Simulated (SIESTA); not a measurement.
Runs of SIESTA 5.4.2 on HfB. Symmetry: Fm-3m, No. 225, cubic system. Conventional cell: a = 4.620 Å, b = 4.620 Å, c = 4.620 Å, α = 90.00°, β = 90.00°, γ = 90.00°. Around Hf (site symmetry m-3m) lie 6 B at 2.31 Å. Around B (site symmetry m-3m) lie 6 Hf at 2.31 Å. 

| task | level | potentials or basis | cell | k mesh | force tolerance | optimiser | stress tolerance (GPa) | grid cutoff | energy shift | gap on the mesh (eV) | pressure (GPa) | relaxed volume (Å³/atom) |
| --- | --- | --- | --- | --- | --- | --- | --- | --- | --- | --- | --- | --- |
| relaxation of cell and atoms | PBEsol | PseudoDojo 0.4 standard (PBEsol files), DZP (energy shift 0.003 Ry; two zetas on semicore shells) | relaxed | 8 × 8 × 8 | 0.02 eV/Å | - | - | 800 Ry | 0.003 Ry | none | 0.1 | 13.81 |
| relaxation of the atoms | PBEGcGxLO | PseudoDojo 0.4 standard (PBE files), TZP (energy shift 0.01 Ry) | atoms relaxed | 10 × 10 × 10 | 0.02 eV/Å | - | - | 800 Ry | 0.01 Ry | none | 22.7 | - |
| band structure | PBE | PseudoDojo 0.4 standard (PBE files), DZP (energy shift 0.003 Ry; two zetas on semicore shells) | as given | 10 × 10 × 10 | - | - | - | 800 Ry | 0.003 Ry | none | 31.7 | - |
| relaxation of cell and atoms | PBEsol | PseudoDojo 0.5 standard (PBE files), DZP (energy shift 0.002 Ry) | relaxed | 8 × 8 × 8 | 0.01 eV/Å | Broyden | 0.05 | 1200 Ry | 0.002 Ry | none | 0.0 | (a) |
| relaxation of cell and atoms | APBE | PseudoDojo 0.4 standard (PBE files), DZP (energy shift 0.002 Ry) | relaxed | 8 × 8 × 8 | 0.01 eV/Å | Broyden | 0.05 | 1200 Ry | 0.002 Ry | none | 0.0 | 14.31 |
| single point | PBE | PseudoDojo 0.4 standard (PBE files), DZP (energy shift 0.002 Ry) | as given | 10 × 10 × 10 | - | - | - | 800 Ry | 0.002 Ry | none | 31.8 | - |

Alike in all rows: no spin polarisation; smearing fermi-dirac 0.05 eV.

Fill in the values left out.

(a) 13.86.

Caveats: the basis of atomic orbitals isn't converged, which shifts pressures, moduli and gaps; semicore shells carry a single zeta, which can move pressures by several GPa and volumes by a few percent (some runs); the potentials were made for another functional, which shifts forces and pressure (some runs); short orbitals over semicore shells can move pressures by several GPa (some runs); a pressure of tens of GPa on the cell as given is suspect, and the run, the potentials or the cell itself is likely at fault (some runs); the volume moved by +12 % from the deposited cell, more than functionals usually miss (some runs); the volume moved by over 15 % at a fixed basis, so the end points are rough (some runs).

A k mesh can miss the band edges, and the runs leave out spin-orbit coupling on Hf.

A gap of «none» marks a metal or a gap under the smearing width.

Not every run made on this cell is shown here.
